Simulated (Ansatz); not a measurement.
# C2H8SeSi2: the cost of one run

All numbers below are computed with Ansatz 0.2.0 (RKS PBE/def2-SVP).

1 further run of the same task is left out (it didn't finish).

## Step 1: The system as given

Bond lengths: C1–Si2 1.804 Å, Si2–C3 1.835 Å, C3–Si4 1.846 Å, C3–Se5 2.152 Å, C1–H6 1.123 Å, C1–H7 1.094 Å, C1–H8 1.159 Å, Si2–H9 1.507 Å, Si2–H10 1.476 Å, Si4–H11 1.518 Å, Si4–H12 1.508 Å, Si4–H13 1.349 Å. Angles (14 of 21 angles, heavy atoms first): C1–Si2–C3 107.5°, Si2–C3–Si4 120.8°, Si2–C3–Se5 101.8°, Si4–C3–Se5 137.1°, C1–Si2–H9 110.1°, C1–Si2–H10 110.4°, C3–Si2–H9 111.1°, C3–Si2–H10 110.5°, Si2–C1–H6 113.3°, Si2–C1–H7 112.2°, Si2–C1–H8 109.6°, C3–Si4–H11 106.9°, C3–Si4–H12 109.1°, C3–Si4–H13 113.3°.

Coordinates:

```xyz
13

C    -1.3038    1.5369   -0.5557
Si    0.1433    0.9646    0.3576
C     0.6961   -0.6065   -0.4131
Si    0.8483   -2.1489    0.5898
Se    1.1835    0.0294   -2.4109
H    -1.0855    1.7711   -1.6316
H    -2.1329    0.8256   -0.5036
H    -1.6638    2.5488   -0.1208
H    -0.2064    0.7640    1.8100
H     1.2198    1.9732    0.3024
H    -0.1047   -3.1648   -0.0147
H     0.3216   -1.8888    1.9782
H     2.1047   -2.6393    0.6272
```

## Step 2: Relaxing end A

The input, input.yaml:

```yaml
crystal:
  periodic: [false, false, false]
  atoms:
    - { symbol: C, position_ang: [-1.3038, 1.5369, -0.5557] }
    - { symbol: Si, position_ang: [0.1433, 0.9646, 0.3576] }
    - { symbol: C, position_ang: [0.6961, -0.6065, -0.4131] }
    - { symbol: Si, position_ang: [0.8483, -2.1489, 0.5898] }
    - { symbol: Se, position_ang: [1.1835, 0.0294, -2.4109] }
    - { symbol: H, position_ang: [-1.0855, 1.7711, -1.6316] }
    - { symbol: H, position_ang: [-2.1329, 0.8256, -0.5036] }
    - { symbol: H, position_ang: [-1.6638, 2.5488, -0.1208] }
    - { symbol: H, position_ang: [-0.2064, 0.764, 1.81] }
    - { symbol: H, position_ang: [1.2198, 1.9732, 0.3024] }
    - { symbol: H, position_ang: [-0.1047, -3.1648, -0.0147] }
    - { symbol: H, position_ang: [0.3216, -1.8888, 1.9782] }
    - { symbol: H, position_ang: [2.1047, -2.6393, 0.6272] }
basis:
  gaussian: { orbitals: def2-SVP }
hamiltonian:
  xc: pbe
relax:
  f_tol: 0.015
  max_steps: 40
output:
  orbitals: {}
```

Launch:

```
ansatz run input.yaml --threads 2 --pin off --max-ram 3072MiB --backend cpu --events-out ev --progress --plain --runs-dir out
```

**Question.** How long does this run take on 2 threads of Arm Neoverse N1, shared host, and how much memory does it need?

About 2.3 min, with a peak of 0.19 GiB.
